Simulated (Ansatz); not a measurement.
# AlP3O6: a closer look at a trial structure

The task, for AlP3O6: compute bands, density of states and charges.

Program: Ansatz 0.2.0. Level of theory: DFT PBE, scalar-relativistic, plane waves, PAW. These are calculated values, not measurements.

1 further run of the same task is left out (set aside as unsound or not needed).

## (1) The system as given

Symmetry: Fm-3m, No. 225, cubic system. The conventional cell has a = 7.194 Å, b = 7.194 Å, c = 7.194 Å, α = 90.00°, β = 90.00°, γ = 90.00°. Al (site symmetry m-3m) is surrounded by 6 O at 1.88 Å. Around P (site symmetry -43m) lie 12 O at 2.54 Å. P (site symmetry m-3m) is surrounded by 6 O at 1.71 Å. O (site symmetry 4mm) has 1 P at 1.71 Å and 1 Al at 1.88 Å as nearest neighbours.

Coordinates:

```
Al P O
1.0
     0.00000    3.59691    3.59691
     3.59691    0.00000    3.59691
     3.59691    3.59691    0.00000
Al P O
1 3 6
Direct
  0.00000 0.00000 0.00000
  0.25000 0.25000 0.25000
  0.75000 0.75000 0.75000
  0.50000 0.50000 0.50000
  0.73799 0.26201 0.26201
  0.26201 0.73799 0.73799
  0.26201 0.73799 0.26201
  0.73799 0.26201 0.73799
  0.26201 0.26201 0.73799
  0.73799 0.73799 0.26201
```

It is the end of an earlier relaxation with the same method, from a database cell with other species swapped in; it is a trial structure. At a tolerance of 0.05 Å it has space group Fm-3m (No. 225); it has 9.31 Å³/atom, an uncorrected energy of -0.92 eV/atom over the elements.

## (2) Bands, states and charges

input.yaml

```yaml
crystal:
  lattice:
    - [0.0, 3.5969132945, 3.5969132945]
    - [3.5969132945, 0.0, 3.5969132945]
    - [3.5969132945, 3.5969132945, 0.0]
  atoms:
    - { symbol: Al, position: [0.0, 0.0, 0.0] }
    - { symbol: P, position: [0.25, 0.25, 0.25] }
    - { symbol: P, position: [0.75, 0.75, 0.75] }
    - { symbol: P, position: [0.5, 0.5, 0.5] }
    - { symbol: O, position: [0.7379917865, 0.2620082135, 0.2620082135] }
    - { symbol: O, position: [0.2620082135, 0.7379917865, 0.7379917865] }
    - { symbol: O, position: [0.2620082135, 0.7379917865, 0.2620082135] }
    - { symbol: O, position: [0.7379917865, 0.2620082135, 0.7379917865] }
    - { symbol: O, position: [0.2620082135, 0.2620082135, 0.7379917865] }
    - { symbol: O, position: [0.7379917865, 0.7379917865, 0.2620082135] }
basis:
  ecutwfc: 420
kpoints:
  mp_grid: { grid: [10, 10, 10] }
  band_path:
    path:
      - [[0.0, 0.0, 0.0], [0.5, 0.0, 0.5], [0.625, 0.25, 0.625]]
      - [[0.375, 0.375, 0.75], [0.0, 0.0, 0.0], [0.5, 0.5, 0.5], [0.5, 0.25, 0.75], [0.5, 0.0, 0.5]]
    npoints: 14
hamiltonian:
  xc: pbe
scf:
  occupations: { method: gaussian, width: 0.1 }
  n_extra_bands: 25
output:
  forces: true
  stress: true
  eigenvalues: true
  populations: true
  dos: { projected: true, de: 0.02, nscf_kmesh: { grid: [12, 12, 12] } }
  bader: true
  write_density: true
  write_potential: true
  elf: true
  volumetric_format: npy
```

On the command line:

```sh
ansatz run input.yaml --threads 1 --pin off --max-ram 2048MiB --backend cpu --events-out ev --progress --plain --runs-dir out
```

What it wrote:

```text
Warning: RAYON_NUM_THREADS=1 ignored (pool sized by the plan → 1); use --threads N
scf.n_extra_bands = 25 over 27 filled bands (N_el = 54.0): the run solves 52 bands
Engine: ansatz 0.2.0, x86_64-unknown-linux-gnu
Pseudopotentials: kind: paw
Pseudopotential: Al, paw, valence charge 3, recommended cutoff 420 eV (normal), Al.paw.azcp
Pseudopotential: P, paw, valence charge 5, recommended cutoff 420 eV (normal), P.paw.azcp
Pseudopotential: O, paw, valence charge 6, recommended cutoff 420 eV (normal), O.paw.azcp
Functional definition: PBE
  parameter kappa = 0.804
  parameter beta = 0.06672455060314922
  exchange = pbe_x(kappa = kappa, mu = beta*pi^2/3)
  correlation = pbe_c(beta = beta)
Crystal: 10 atoms, lattice volume = 93.072 Å³
Basis set: ecut = 420 eV, 1837 PW (Γ), exchange–correlation on 72×72×72 points (8 copies of the dense FFT grid, shifted against one another)
Bands: 52, of which v1, the nominal top of the filled ones, is band 27 counted from 1 (26 counted from 0)
Symmetry: 48 space group operations
Space group: Fm-3m (ITA 225), of the structure as read, at distance tolerance 4.5e-5 Å
k-points: 47 of 1000
Non-local potential: Al, projectors of the file, l = 0: 2, l = 1: 2, l = 2: 1
Non-local potential: P, projectors of the file, l = 0: 2, l = 1: 2, l = 2: 2
Non-local potential: O, projectors of the file, l = 0: 2, l = 1: 2, l = 2: 1
PAW form: soft (Blöchl's): semilocal exchange-correlation on the pseudo side does not see the compensation charge
PAW one-centre angular grid: Al, 110 points (default); XC on 64 Gauss nodes
PAW one-centre angular grid: P, 110 points (default); XC on 64 Gauss nodes
PAW one-centre angular grid: O, 110 points (default); XC on 64 Gauss nodes
Initial density: superposition of atomic densities (neutral atoms: chi_scale 0, normalization atom), corrected by the library's trained network
Initial wavefunctions: pseudopotential atomic-orbital guess
Functional: x = pbe(κ = 0.804, μ = 0.2195149727645171), c = pbe(β = 0.06672455060314922)
SCF iter   1: F=—  HF=-6203.550725 eV  |F-HF|=—  |Δ(HF+E_count)|=         —  Δρ=3.98e-3  dr2=8.36e-3  ethr=1.77e-3  ⟨swp⟩=8.3  Hψ=14141  notcnv=0  defer=324
preconditioner: auto → Kerker (q_TF=auto, 2.492 Å⁻¹)  [metal: Δε(μ)=0.023 eV  Ē_g=18.395 eV  σ=0.100 eV  W_gap=0.13  n_scr=26 (ndim 8)  ℏωp=28.3 eV  f_vac=0.000  D(μ)=4.05/eV (n_scr^D=26)]
SCF iter   2: F=—  HF=-6203.550013 eV  |F-HF|=—  |Δ(HF+E_count)|=   7.12e-4  Δρ=2.17e-3  dr2=3.35e-3  ethr=1.55e-5  ⟨swp⟩=2.3  Hψ=3761  notcnv=0  defer=404
SCF iter   3: F=—  HF=-6203.549954 eV  |F-HF|=—  |Δ(HF+E_count)|=   6.00e-5  Δρ=4.49e-4  dr2=3.06e-4  ethr=6.20e-6  ⟨swp⟩=2.3  Hψ=2563  notcnv=0  defer=404
SCF iter   4: F=—  HF=-6203.549896 eV  |F-HF|=—  |Δ(HF+E_count)|=   5.78e-5  Δρ=1.23e-4  dr2=2.54e-5  ethr=5.68e-7  ⟨swp⟩=2.3  Hψ=2661  notcnv=0  defer=404
SCF iter   5: F=—  HF=-6203.549919 eV  |F-HF|=—  |Δ(HF+E_count)|=   2.30e-5  Δρ=3.20e-5  dr2=1.12e-6  ethr=4.71e-8  ⟨swp⟩=2.3  Hψ=2715  notcnv=0  defer=404
SCF iter   6: F=-6203.549919 eV  HF=-6203.549919 eV  |F-HF|=1.20e-8  |Δ(HF+E_count)|=   1.32e-7  Δρ=7.46e-6  dr2=5.73e-8  ethr=1.85e-10  ⟨swp⟩=16.7  Hψ=21906  notcnv=0
SCF 1 converged in 6 iterations: F = -6203.549919 eV  dr2 = 5.73e-8
NSCF: frozen V_eff on 86 k-points
NSCF: frozen V_eff on 72 k-points
SCF converged after 6 iterations
Free energy (F): -6203.549919 eV
Harris-Foulkes:  -6203.549919 eV  (|F-HF|=1.20e-8)
Internal energy: -6203.529792 eV  (E = F + TS)
E sigma→0 (E₀):  -6203.539855 eV
Entropy (-TS):   -0.020127 eV (-2.013 meV/atom)
Fermi energy:    10.948036 eV
--- Per-component energies (eV) ---
  E_band       = 88.443059
  E_kinetic    = 1297.406039
  E_local      = -2088.830308  (includes V_loc(G=0)·N_el)
  E_nonlocal   = 393.370292
  E_hartree    = 751.777528
  E_xc         = -666.574227
  E_vxc        = -776.961308  (∫ρ·V_xc dr)
  E_paw        = -3122.903422  (= ΣΔE_a)
  E_vpaw       = -240.112243  (= ΣTr[D̂ρ^β])
  E_aug_tail   = 0.014909  (compensation charges beyond the density's cutoff)
  E_ewald      = -2767.790603
  E_smearing   = -0.020127  (= −TS)
  E_closure    = 0.000000  (closes the sum)
  Σ components = -6203.549919   (vs F -6203.549919, Δ=0.00e0)
--- Forces (eV/Å), atoms counted from 1 ---
  atom   1  Al    -0.00000000     0.00000000    -0.00000000
  atom   2  P     -0.00000000    -0.00000000     0.00000000
  atom   3  P     -0.00000000    -0.00000000    -0.00000000
  atom   4  P      0.00000000    -0.00000000     0.00000000
  atom   5  O     -0.00625072     0.00000000    -0.00000000
  atom   6  O      0.00625072    -0.00000000     0.00000000
  atom   7  O     -0.00000000    -0.00625072    -0.00000000
  atom   8  O      0.00000000     0.00625072    -0.00000000
  atom   9  O     -0.00000000     0.00000000    -0.00625072
  atom  10  O     -0.00000000    -0.00000000     0.00625072
  max |Σ_I F_I| component: 2.17e-17 eV/Å
--- Stress (GPa, compression-positive) ---
       -0.021803      -0.000000      -0.000000
       -0.000000      -0.021803      -0.000000
        0.000000       0.000000      -0.021803
  P = ⅓ Tr σ = -0.0218 GPa (-0.218 kbar)
--- Band table (eV; the first three rows and the last of 47) ---
  k-point 0: bands = ["-12.5769", "-9.4036", "-9.4036", "-9.4036", "-8.1149", "-8.1149", "-2.8617", "1.0289", "1.2383", "1.2383", "1.2383", "1.5184", "2.3644", "2.3644", "2.3644", "5.7978", "5.7978", "6.7407", "6.7407", "6.7407", "7.4210", "7.4210", "7.4210", "8.9450", "8.9450", "8.9450", "12.7901", "13.1293", "13.1293", "13.1293", "13.1504", "13.1504", "13.1504", "17.5221", "17.5221", "17.5221", "17.7516", "17.7516", "19.2485", "19.2485", "19.2485", "22.5726", "22.6353", "22.6353", "22.6353", "25.1639", "25.1639", "26.1738", "26.6202", "26.6202", "26.6202", "26.9314"]
  k-point 1: bands = ["-12.5410", "-9.4849", "-9.3905", "-9.3905", "-8.1428", "-8.1428", "-2.7417", "0.7256", "0.8820", "1.3320", "1.3320", "1.7979", "2.4399", "2.4399", "2.8397", "5.7066", "5.7066", "6.6919", "6.7098", "6.7098", "7.3295", "7.3295", "7.4515", "8.8511", "8.8511", "8.9055", "12.8298", "12.9042", "13.0447", "13.0752", "13.0752", "13.0966", "13.0966", "17.5228", "17.7075", "17.7075", "17.9760", "17.9760", "19.4127", "19.4127", "19.4585", "22.2196", "22.6686", "22.6686", "22.9590", "24.9430", "24.9430", "26.2312", "26.2939", "26.6424", "26.6424", "26.7891"]
  k-point 2: bands = ["-12.4396", "-9.6999", "-9.3536", "-9.3536", "-8.2183", "-8.2183", "-2.4205", "0.2983", "0.4527", "1.6000", "1.6000", "1.9460", "2.6569", "2.6569", "3.7763", "5.4474", "5.4474", "6.4778", "6.4778", "6.6762", "7.2289", "7.2289", "7.5393", "8.6138", "8.6138", "8.7937", "12.1522", "12.3136", "12.9286", "12.9286", "12.9919", "12.9919", "13.5264", "17.4457", "18.2412", "18.2412", "18.4866", "18.4866", "19.9160", "19.9160", "20.0252", "21.9591", "22.6899", "22.6899", "23.1887", "24.3593", "24.3593", "25.4748", "26.3124", "26.3417", "26.3417", "26.7571"]
  k-point 46: bands = ["-11.9467", "-9.8486", "-9.6865", "-9.6199", "-8.6576", "-8.2552", "-0.4717", "-0.4152", "-0.2192", "1.3847", "2.0813", "2.2452", "3.9756", "4.6336", "4.7709", "4.7977", "5.0987", "6.0876", "6.3800", "6.5285", "6.6003", "6.7639", "7.4050", "7.7302", "7.7929", "8.3719", "10.7044", "11.0021", "11.5136", "11.5382", "12.1455", "12.1876", "16.0180", "18.1485", "19.7443", "20.1262", "20.5089", "20.7241", "21.3915", "22.0620", "22.0729", "22.3708", "22.4206", "22.7770", "22.8557", "22.8742", "23.2437", "23.7394", "24.1023", "25.5435", "26.1048", "26.5693"]
--- Löwdin populations: 10 sites ---
  site symbol       q [e]
     0     Al      1.9211
     1      P      4.2225
     2      P      4.2225
     3      P      2.9426
     4      O      6.6801
     5      O      6.6801
     6      O      6.6801
     7      O      6.6801
     8      O      6.6801
     9      O      6.6801
  spilling = 0.011306 (of n_electrons = 54.000000)
--- Bader charges: 10 sites ---
  site symbol  charge [e]  shift [e]
     0     Al      2.5930     0.0017
     1      P      0.9407     0.0005
     2      P      0.9407     0.0005
     3      P      3.6836     0.0029
     4      O     -1.3597     0.0006
     5      O     -1.3597     0.0006
     6      O     -1.3597     0.0006
     7      O     -1.3597     0.0006
     8      O     -1.3597     0.0006
     9      O     -1.3597     0.0006
  estimated error of the sums over rays = 3.8e-4 e
```

Run time: 64 s. Hardware: 1 thread of Intel Xeon 6975P-C (Granite Rapids), shared host; peak memory 0.54 GiB.

Per atom:

```csv
atom,Löwdin electrons,Bader charge (e),Bader volume (Å³)
Al1,1.92,+2.59,3.1
P2,4.22,+0.94,13.5
P3,4.22,+0.94,13.5
P4,2.94,+3.68,2.7
O5,6.68,-1.36,10.1
O6,6.68,-1.36,10.1
O7,6.68,-1.36,10.1
O8,6.68,-1.36,10.1
O9,6.68,-1.36,10.1
O10,6.68,-1.36,10.1
```

The Löwdin counts miss 0.61 of the 54 electrons, which the atomic orbitals do not span, so they are no charges.

bands.tsv at the labelled points (eV, zero at the Fermi level; the bands nearest the Fermi level):

```tsv
point	band 24	band 25	band 26	band 27	band 28	band 29	band 30	band 31
Γ	-2.00	-2.00	-2.00	1.84	2.18	2.18	2.18	2.20
X	-3.53	-2.83	-2.07	-1.28	-0.56	1.20	1.20	1.33
U	-3.41	-3.24	-2.41	-0.46	-0.06	0.62	0.66	1.40
K	-3.41	-3.24	-2.41	-0.46	-0.06	0.62	0.66	1.40
Γ	-2.00	-2.00	-2.00	1.84	2.18	2.18	2.18	2.20
L	-3.05	-3.02	-2.60	-0.91	-0.68	1.68	1.68	1.82
W	-3.39	-2.85	-2.85	0.01	0.31	0.33	0.33	1.21
X	-3.53	-2.83	-2.07	-1.28	-0.56	1.20	1.20	1.33
```

States per cell in windows of 1 eV, from dos.tsv and pdos.tsv (zero at the Fermi level):

| from | to | total | P 3s | P 3p | O 2p |
| --- | --- | --- | --- | --- | --- |
| -8 | -7 | 2.80 | 0.04 | 0.54 | 2.02 |
| -7 | -6 | 3.51 | 0.08 | 0.54 | 2.61 |
| -6 | -5 | 4.92 | 0.16 | 0.56 | 4.00 |
| -5 | -4 | 4.91 | 0.27 | 0.63 | 3.88 |
| -4 | -3 | 7.84 | 0.40 | 0.30 | 6.93 |
| -3 | -2 | 3.58 | 0.01 | 0.03 | 3.47 |
| -2 | -1 | 0.04 | 0.00 | 0.02 | 0.02 |
| -1 | 0 | 1.98 | 0.03 | 1.58 | 0.27 |
| 0 | 1 | 2.94 | 0.03 | 2.21 | 0.62 |
| 1 | 2 | 6.76 | 0.01 | 4.75 | 1.87 |
| 2 | 3 | 0.49 | 0.06 | 0.22 | 0.12 |
| 3 | 4 | 0.48 | 0.17 | 0.01 | 0.10 |
| 4 | 5 | 1.28 | 0.52 | 0.01 | 0.35 |
| 5 | 6 | 0.20 | 0.03 | 0.04 | 0.03 |

Below -8 eV lie 24 or so more states.

Axes a, b and c in the maps are those of this run's conventional cell (a, b, c = 7.194, 7.194, 7.194 Å).

Density in a lattice plane of the grid's cell (edges 7.19 and 7.19 Å, at 0.000 of the third edge), which holds Al and P and O.

Ten even steps from ' ' (0.03 e/Å³) to '@' (7.59 e/Å³):
```
        ..--**++::..          ..::++**--..      
            ....      ......      ....          
..                    ::::::                    
==--..              ..++##++..              ..--
@@##::              ::##@@##::              ::##
##++..              ..--==--..              ..++
::::                    ..                    ::
....      ....                      ....      ..
      ..::++**--..              ..--**++::..    
    ....==%%@@**..              ..**@@%%==....  
      ..::++**--..              ..--**++::..    
....      ....                      ....      ..
::::                    ..                    ::
##++..              ..--==--..              ..++
@@##::              ::##@@##::              ::##
==--..              ..++##++..              ..--
..                    ::::::                    
            ....      ......      ....          
        ..--**++::..          ..::++**--..      
        ..**@@%%==....      ....==%%@@**..      
```
Columns run along the first of these edges and rows up along the second, over one cell in 24 and 20 even steps from the bottom left corner. Atoms in the plane (fractional): Al at (0.00, 0.00), Al at (0.50, 0.50), P at (0.00, 0.50), P at (0.50, 0.00), O at (0.26, 0.00), O at (0.76, 0.50), O at (0.24, 0.50), O at (0.74, 0.00), O at (0.00, 0.26), O at (0.50, 0.76), O at (0.00, 0.74), O at (0.50, 0.24).

ELF in the same plane.

Ten even steps from ' ' (0.00) to '@' (0.84):
```
    ..**@@@@%%%%@@%%++......++%%@@%%%%@@@@**..  
==--..::++%%@@%%++----##@@##----++%%@@%%++::..--
@@%%++..  ::--::..::**@@@@@@**::..::--::  ..++%%
@@@@@@==          ++@@%%**%%@@++          ==@@@@
--##@@**..      ..**@@##--##@@**..      ..**@@##
**%%@@++          ==@@@@@@@@@@==          ++@@%%
@@@@**::..::--::  ..++%%@@%%++..  ::--::..::**@@
@@##----++%%@@%%++::..--==--..::++%%@@%%++----##
....++%%@@%%%%@@@@**..      ..**@@@@%%%%@@%%++..
    %%@@@@++--%%@@%%..      ..%%@@%%--++@@@@%%  
....++%%@@%%%%@@@@**..      ..**@@@@%%%%@@%%++..
@@##----++%%@@%%++::..--==--..::++%%@@%%++----##
@@@@**::..::--::  ..++%%@@%%++..  ::--::..::**@@
**%%@@++          ==@@@@@@@@@@==          ++@@%%
--##@@**..      ..**@@##--##@@**..      ..**@@##
@@@@@@==          ++@@%%**%%@@++          ==@@@@
@@%%++..  ::--::..::**@@@@@@**::..::--::  ..++%%
==--..::++%%@@%%++----##@@##----++%%@@%%++::..--
    ..**@@@@%%%%@@%%++......++%%@@%%%%@@@@**..  
    ..%%@@%%--++@@@@%%      %%@@@@++--%%@@%%..  
```
Columns run along the first of these edges and rows up along the second, over one cell in 24 and 20 even steps from the bottom left corner. Atoms in the plane (fractional): Al at (0.00, 0.00), Al at (0.50, 0.50), P at (0.00, 0.50), P at (0.50, 0.00), O at (0.26, 0.00), O at (0.76, 0.50), O at (0.24, 0.50), O at (0.74, 0.00), O at (0.00, 0.26), O at (0.50, 0.76), O at (0.00, 0.74), O at (0.50, 0.24).

Both are smooth fields of the valence electrons: close to the nuclei they are not physical.

Maxima of ELF outside the ion cores: 0.85 in the shell around P, 0.7 Å from P; 0.85 on the O–P line, 0.7 Å from O; 0.84 beside O, off the lines to its neighbours, 0.6 Å from O.

## (3) Changed: occupations.method methfessel_paxton, chi_scale 0.0, lower_state_search standard

input.yaml, as its differences from that of step 2:

```diff
@@ -20,7 +20,2 @@
   mp_grid: { grid: [10, 10, 10] }
-  band_path:
-    path:
-      - [[0.0, 0.0, 0.0], [0.5, 0.0, 0.5], [0.625, 0.25, 0.625]]
-      - [[0.375, 0.375, 0.75], [0.0, 0.0, 0.0], [0.5, 0.5, 0.5], [0.5, 0.25, 0.75], [0.5, 0.0, 0.5]]
-    npoints: 14
 hamiltonian:
@@ -28,14 +23,8 @@
 scf:
-  occupations: { method: gaussian, width: 0.1 }
-  n_extra_bands: 25
+  occupations: { method: methfessel_paxton, width: 0.1 }
+  initial_density: { chi_scale: 0.0 }
+  lower_state_search: standard
 output:
   forces: true
+  eigenvalues: true
   stress: true
-  eigenvalues: true
-  populations: true
-  dos: { projected: true, de: 0.02, nscf_kmesh: { grid: [12, 12, 12] } }
-  bader: true
-  write_density: true
-  write_potential: true
-  elf: true
-  volumetric_format: npy
```

On the command line:

```sh
ansatz run input.yaml --threads 1 --pin off --max-ram 2048MiB --backend cpu --events-out ev --progress --plain --runs-dir out
```

What it wrote (excerpt; [...] marks lines left out):

```text
Warning: RAYON_NUM_THREADS=1 ignored (pool sized by the plan → 1); use --threads N
[...]
[... 5 set-up lines as earlier in the session ...]
[...]
Crystal: 10 atoms, lattice volume = 93.072 Å³
Basis set: ecut = 420 eV, 1837 PW (Γ), exchange–correlation on 72×72×72 points (8 copies of the dense FFT grid, shifted against one another)
Bands: 37, of which v1, the nominal top of the filled ones, is band 27 counted from 1 (26 counted from 0)
[... 2 set-up lines as earlier in the session ...]
k-points: 47 of 1000
[...]
Free energy (F): -6203.539845 eV
[...]
E sigma→0 (E₀):  -6203.539027 eV
Entropy (-TS):   -0.003274 eV (-0.327 meV/atom)
Fermi energy:    10.946352 eV
[...]
--- Forces (eV/Å), atoms counted from 1 ---
  atom   1  Al    -0.00000000     0.00000000    -0.00000000
  atom   2  P     -0.00000000     0.00000000     0.00000000
  atom   3  P     -0.00000000     0.00000000     0.00000000
  atom   4  P     -0.00000000     0.00000000     0.00000000
  atom   5  O     -0.00546772     0.00000000    -0.00000000
  atom   6  O      0.00546772    -0.00000000     0.00000000
  atom   7  O     -0.00000000    -0.00546772     0.00000000
  atom   8  O      0.00000000     0.00546772     0.00000000
[...]
--- Stress (GPa, compression-positive) ---
       -0.039174      -0.000000      -0.000000
       -0.000000      -0.039174      -0.000000
        0.000000       0.000000      -0.039174
  P = ⅓ Tr σ = -0.0392 GPa (-0.392 kbar)
--- Band table (eV; the first three rows and the last of 47) ---
[...]
```

Run time: 5.5 s. Hardware: 1 thread of Intel Xeon 6975P-C (Granite Rapids), shared host; peak memory 0.42 GiB.

```csv
run,ending,energy change,pressure (GPa),gap (eV),force (eV/Å),cycles,time
step 2,converged,0,0.0,0.00,0.01,6,64 s
variant,converged,+0.1 meV/atom (σ→0),0.0,0.00,0.01,8,5.5 s
```

Changing the smearing, start and search for lower states leaves the energy as it was (+0.1 meV/atom).

## (4) What came out

| quantity | value |
| --- | --- |
| gap | none (metal) |
| states at the Fermi level | 3.66 per eV per cell |
| Bader charges | Al +2.59, P +0.94 to +3.68, O -1.36 e |

**Reading.** It comes out metallic. Of the projected weight within 0.25 eV of the Fermi level, the largest part is P 3p (80 %). Bader charges reach 3.7 e, so charge transfer in this metal is strong. Spin polarisation is off in the runs that give these values; a magnetic solution could lie lower.
